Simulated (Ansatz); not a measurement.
# Er4Cl: what a guessed cell relaxes into

Where does this trial cell of Er4Cl go when cell and atoms are let free?

Computed with Ansatz 0.2.0 (DFT PBE, scalar-relativistic, plane waves, PAW; 4f electrons in the core of a trivalent norm-conserving potential, unless a step's input says otherwise).

## (1) The system as given

The structure is tetragonal, space group P4/mmm (No. 123). Conventional cell: a = 5.487 Å, b = 5.487 Å, c = 4.852 Å, α = 90.00°, β = 90.00°, γ = 90.00°. Er (site symmetry m2m) has 3 Er at 2.25 to 2.31 Å and 2 Cl at 2.98 Å in its first shell of neighbours. Around Cl (site symmetry 4/mmm) lie 8 Er at 2.98 Å.

Coordinates:

```cif
data_structure
_symmetry_space_group_name_H-M 'P 1'
_symmetry_Int_Tables_number 1
_cell_length_a 5.4872
_cell_length_b 5.4872
_cell_length_c 4.8516
_cell_angle_alpha 90.000
_cell_angle_beta 90.000
_cell_angle_gamma 90.000
_cell_volume 146.08
loop_
_atom_site_label
_atom_site_type_symbol
_atom_site_fract_x
_atom_site_fract_y
_atom_site_fract_z
_atom_site_occupancy
Er1 Er 0.78976 0.50000 0.00000 1
Er2 Er 0.21024 0.50000 0.00000 1
Er3 Er 0.50000 0.21024 0.00000 1
Er4 Er 0.50000 0.78976 0.00000 1
Cl1 Cl 0.00000 0.00000 0.00000 1
```

Recipe of the guess: random cell by space group and Wyckoff sites (P4/mmm, No. 123). Its size is a rough estimate.

## (2) A first look at the guess

File input.yaml:

```yaml
crystal:
  lattice:
    - [5.48724076, 0.0, 0.0]
    - [0.0, 5.48724076, 0.0]
    - [0.0, 0.0, 4.8515706]
  atoms:
    - { symbol: Er, position: [0.78975738, 0.5, 0.0] }
    - { symbol: Er, position: [0.21024262, 0.5, 0.0] }
    - { symbol: Er, position: [0.5, 0.21024262, 0.0] }
    - { symbol: Er, position: [0.5, 0.78975738, 0.0] }
    - { symbol: Cl, position: [0.0, 0.0, 0.0] }
basis:
  ecutwfc: 770
kpoints:
  mp_grid: { grid: [4, 4, 4] }
hamiltonian:
  xc: pbe
  pseudopotentials:
    kind: paw
    azcp: { Er: "pseudopotentials/pbe/nc/lanthanide_3plus/Er.nc.azcp" }
scf:
  occupations: { method: gaussian, width: 0.1 }
  lower_state_search: "off"
output:
  forces: true
  stress: true
  eigenvalues: true
```

Command:

```sh
> ansatz run input.yaml --threads 1 --pin off --max-ram 2560MiB --backend cpu --events-out ev --progress --plain --runs-dir out
```

The session goes on with these runs: a loose first relaxation; another rough relaxation; final relaxation.

What does the calculation give? Wanted: conventional cell; volume; energy over the elements; gap on the mesh.

**Answer**, as computed:

| quantity | value |
| --- | --- |
| symmetry at the end (tolerance 0.05 Å) | space group P4/mmm (No. 123) |
| conventional cell | a = 7.627 Å, b = 7.627 Å, c = 3.167 Å, α = 90.00°, β = 90.00°, γ = 90.00° |
| volume | 36.85 Å³/atom |
| energy over the elements (uncorrected; H, N, O, F and Cl as molecules) | +0.81 eV/atom |
| gap on the mesh | none (metal) |

The space group P4/mmm (No. 123) is kept, and the volume per atom grows by 26.1 % from the first guess. With a positive formation energy it can't be a ground state. No finished test with a distortion of lower symmetry is shown, so the end may be a saddle point. The runs treat Er without spin-orbit coupling. Spin polarisation is off in the runs that give these values; a magnetic solution could lie lower. The lanthanide's 4f electrons sit in the core of its potential, so it is trivalent by construction and shows no f bands or moments.

No U or exact exchange acts on the 4f shell of Er, so a metallic reading can be the functional's.
